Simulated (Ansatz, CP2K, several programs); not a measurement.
Energy against volume for antiperovskite Li3FO, at fixed shape and fractional coordinates, computed by several methods (PBE and r2SCAN, where shown, with plane waves in Ansatz); the cell shown is that of r2SCAN. It is cubic, Pm-3m (No. 221); a = 3.642 Å in the conventional setting, 9.66 Å³ an atom. F has 12 Li at 2.58 Å; O has 6 Li at 1.82 Å; Li has 2 O at 1.82 Å and 4 F at 2.58 Å. The calculation is spin-unpolarised, and the structure need not be a phase that has been made. Energies count from each curve's lowest point; fits are third-order Birch-Murnaghan.

```cif
data_structure
_symmetry_space_group_name_H-M 'Pm-3m'
_symmetry_Int_Tables_number 221
_cell_length_a 3.6421
_cell_length_b 3.6421
_cell_length_c 3.6421
_cell_angle_alpha 90.000
_cell_angle_beta 90.000
_cell_angle_gamma 90.000
_cell_volume 48.31
loop_
_atom_site_label
_atom_site_type_symbol
_atom_site_symmetry_multiplicity
_atom_site_Wyckoff_symbol
_atom_site_fract_x
_atom_site_fract_y
_atom_site_fract_z
_atom_site_occupancy
F1 F 1 a 0.00000 0.00000 0.00000 1
O1 O 1 b 0.50000 0.50000 0.50000 1
Li1 Li 3 c 0.50000 0.50000 0.00000 1
```

r2SCAN, on the shape of its own relaxed cell:
```csv
V (Å³/atom),E (meV/atom)
9.083,7.77
9.373,1.86
9.663,0.00
9.953,1.63
10.242,6.27
```
V₀ = 9.66 Å³ an atom and B₀ = 64 GPa.

light PBE (260 eV, its own mesh), on the shape of the cell shown:
```tsv
V (Å³/atom)	E (meV/atom)
8.890	15.26
9.276	1.74
9.663	7.60
10.049	0.00
10.436	4.69
10.822	14.00
```
The points scatter about a smooth fit, as a low cutoff and a light mesh can make them, so no fit is quoted.

PBE/SZV (CP2K), on the shape of the cell shown:

| V (Å³/atom) | E (meV/atom) |
| --- | --- |
| 8.503 | 136.05 |
| 9.083 | 70.13 |
| 9.663 | 29.25 |
| 10.242 | 7.19 |
| 10.822 | 0.00 |

The lowest point is an end point, so the minimum isn't bracketed.

PBE, on the shape of its own relaxed cell:
```tsv
V (Å³/atom)	E (meV/atom)
9.377	7.49
9.676	1.79
9.975	0.00
10.275	1.51
10.574	5.97
```
V₀ = 9.98 Å³ an atom and B₀ = 60 GPa.

Problem. PBE/DZVP (CP2K), on the shape of the cell shown, gives

| V (Å³/atom) | E (meV/atom) |
| --- | --- |
| 8.503 | 67.13 |
| 9.083 | 25.54 |
| 9.663 | 4.89 |
| 10.242 | 0.00 |
| 10.822 | 7.55 |

What equilibrium volume and bulk modulus follow?

Solution. V₀ = 10.15 Å³ an atom and B₀ = 61 GPa.
